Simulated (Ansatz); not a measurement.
# CHCl2Si: the cost of one run

Program: Ansatz 0.2.0. Level of theory: RKS PBE/def2-SVP. These are calculated values, not measurements.

## Step 1: The starting structure

Bond lengths: Si1–C2 1.885 Å, C2–Cl3 1.680 Å, C2–Cl4 1.679 Å, Si1–H5 1.472 Å. Angles: Si1–C2–Cl3 119.9°, Si1–C2–Cl4 120.1°, Cl3–C2–Cl4 116.6°, C2–Si1–H5 103.4°.

Structure file:

```xyz
5

Si    0.4490    1.3345    0.0688
C     0.0446   -0.5064    0.0984
Cl   -0.6279   -1.1933    1.4758
Cl    0.8122   -1.5535   -0.9665
H    -0.6779    1.9186   -0.6764
```

## Step 2: Relaxing the start

Input file input.yaml:

```yaml
crystal:
  periodic: [false, false, false]
  atoms:
    - { symbol: Si, position_ang: [0.44897, 1.33455, 0.06877] }
    - { symbol: C, position_ang: [0.04461, -0.50636, 0.09835] }
    - { symbol: Cl, position_ang: [-0.62787, -1.19327, 1.47581] }
    - { symbol: Cl, position_ang: [0.81222, -1.55351, -0.96654] }
    - { symbol: H, position_ang: [-0.67793, 1.91859, -0.67639] }
total_charge: 1
basis:
  gaussian: { orbitals: def2-SVP }
hamiltonian:
  xc: pbe
relax:
  f_tol: 0.02
  max_steps: 40
scf:
  lower_state_search: "off"
```

Started as:

```sh
$ ansatz run input.yaml --threads 1 --pin off --max-ram 2048MiB --backend cpu --events-out ev --progress --plain --runs-dir out
```

Q: Estimate wall time and peak memory on 1 thread of Arm Neoverse V1, shared host.

About 12 s, with a peak of 0.12 GiB.
